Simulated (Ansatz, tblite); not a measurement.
KLiBr$_{2}$: GFN2-xTB, run from Python

These are simulated results from tblite 0.8.0, not measurements. The cell was built from a prototype and was relaxed with r2SCAN in plane waves (Ansatz 0.2.0). It may be hypothetical. All runs are without spin polarisation.

The symmetry is R-3m (No. 166, trigonal); conventional cell a = 4.218 Å, c = 21.594 Å, 27.73 Å³ an atom. Li is surrounded by 6 Br at 2.86 Å; K is surrounded by 6 Br at 3.22 Å; Br is surrounded by 3 Li at 2.86 Å and 3 K at 3.22 Å.

tblite solves periodic systems at the zone centre alone, so the script builds a cluster of 3×3×1 conventional cells (108 atoms), which folds in a coarse mesh of k points.

Input script:

```python
import json
from ase import Atoms
from ase.build import make_supercell
from ase.units import Bohr, GPa, Hartree
from tblite.interface import Calculator

atoms = Atoms(['Li', 'K', 'Br', 'Br'],
              cell=[[2.10908677, 1.21768182, 7.19814056], [-2.10908677, 1.21768182, 7.19814056], [0.0, -2.43536363, 7.19814056]],
              scaled_positions=[[1.0, 0.0, 0.0], [0.5, 0.5, 0.5], [0.264329728, 0.264329728, 0.264329728], [0.735670272, 0.735670272, 0.735670272]],
              pbc=True)
cluster = make_supercell(atoms, [[3, -3, 0], [0, 3, -3], [1, 1, 1]])
calc = Calculator('GFN2-xTB', cluster.numbers, cluster.positions / Bohr, lattice=cluster.cell[:] / Bohr, periodic=cluster.pbc)
calc.set('temperature', 0.02 / Hartree)
calc.set('max-iter', 150)
res = calc.singlepoint()
levels = res.get('orbital-energies') * Hartree
nv = round(res.get('orbital-occupations').sum() / 2)
cells = len(cluster) // len(atoms)
out = {'energy_per_cell': res.get('energy') * Hartree / cells, 'homo': levels[nv - 1], 'lumo': levels[nv],
       'stress': (-res.get('virial') * Hartree / cluster.get_volume() / GPa).tolist(), 'charges': res.get('charges')[:len(atoms)].tolist(), 'electrons': 2 * nv / cells}
json.dump(out, open('results.json', 'w'))
for key, value in out.items():
    print(key, value)
```

Command: `python run.py`. It took 12 s on 1 thread of Arm Neoverse V1 (shared host), peak memory 0.16 GiB.

What it printed:

```
------------------------------------------------------------
  cycle        total energy    energy error   density error
------------------------------------------------------------
      1     -234.7041676230  -2.3491419E+02   4.4053540E-01
      2     -238.4123248619  -3.7081572E+00   3.0681146E-01
      3     -239.8774910810  -1.4651662E+00   5.7756658E-02
      4     -240.0885743846  -2.1108330E-01   1.2820596E-01
      5     -239.1211603838   9.6741400E-01   3.7764556E-01
      6     -240.0427235055  -9.2156312E-01   1.2282392E-01
      7     -240.0873712533  -4.4647748E-02   4.2706033E-02
      8     -240.1104683373  -2.3097084E-02   7.0974996E-03
      9     -240.1102085991   2.5973816E-04   2.4131920E-03
     10     -240.1105962157  -3.8761661E-04   3.9970820E-03
     11     -240.1105708699   2.5345806E-05   3.2571619E-03
     12     -240.1106023126  -3.1442679E-05   1.8517168E-03
     13     -240.1106052749  -2.9622686E-06   1.1144781E-03
     14     -240.1106047913   4.8359155E-07   1.0237154E-03
     15     -240.1106055933  -8.0205237E-07   8.3570178E-04
     16     -240.1106065164  -9.2305396E-07   5.2955127E-04
     17     -240.1106070460  -5.2965893E-07   2.3319028E-04
     18     -240.1106071154  -6.9311795E-08   1.7239877E-04
     19     -240.1106070973   1.8081494E-08   1.8576606E-04
     20     -240.1106070752   2.2099158E-08   1.8746308E-04
     21     -240.1106071108  -3.5611890E-08   1.4254880E-04
     22     -240.1106071673  -5.6490165E-08   7.9126568E-05
     23     -240.1106071957  -2.8381095E-08   3.7337593E-05
     24     -240.1106071991  -3.4522714E-09   3.0113276E-05
     25     -240.1106071969   2.2038762E-09   3.4257891E-05
     26     -240.1106071993  -2.4211886E-09   2.5585956E-05
     27     -240.1106072057  -6.4027006E-09   8.9639359E-06
------------------------------------------------------------

 total:                                  11.244 sec
energy_per_cell -241.99046004520096
homo -12.318410563166431
lumo -8.162704839708962
stress [[1.587837335179439, -0.000713655255016161, 1.420933956836484e-05], [-0.000713655255016213, 1.5870132631779557, 8.522931354690907e-06], [1.4209339568394852e-05, 8.522931354756867e-06, 1.4434129327865202]]
charges [0.523040016337734, 0.5399819866214135, -0.5315124765021577, -0.5315167919825919]
electrons 16.0
```

The cycle table is in hartree for the whole cluster, and the lines after it are in eV (the energy for one cell). The printed stress is in GPa and positive in compression, and the pressure is its mean diagonal.

GFN2-xTB gives a gap of 4.16 eV. On the same cell, plane-wave PBE (Ansatz, 8×8×8 k points and the special points) gives a gap of 4.42 eV and r2SCAN a gap of 5.12 eV; on shared hosts these took about 9.7 and 26 core-seconds on the 4-atom cell, against 12 for the script. Semilocal gaps usually lie below measured ones. xTB was fitted to molecules, so gaps, charges and pressures of solids can be far off, and the gap also depends on the size of the cluster.

The same script was run on cells scaled at fixed shape and fractional coordinates:

| volume (Å³/atom) | energy (meV/atom) | pressure (GPa, positive in compression) | gap (eV) |
| --- | --- | --- | --- |
| 24.40 | 68.8 | 5.53 | 5.08 |
| 26.07 | 23.9 | 3.18 | 4.57 |
| 27.73 | 0.0 | 1.54 | 4.16 |
| 29.39 | -8.6 | 0.23 | 3.82 |
| 31.06 | -6.0 | -0.69 | 3.54 |

A Birch-Murnaghan fit puts the minimum at 29.77 Å³/atom, 7.4 % above the given cell, with a bulk modulus of 17.8 GPa at fixed shape.

xTB was fitted mostly to molecules, and a small cluster samples few k points, so gaps, pressures and kinks along a curve can be far from a solid's.

The runs are scalar-relativistic, without spin-orbit coupling.
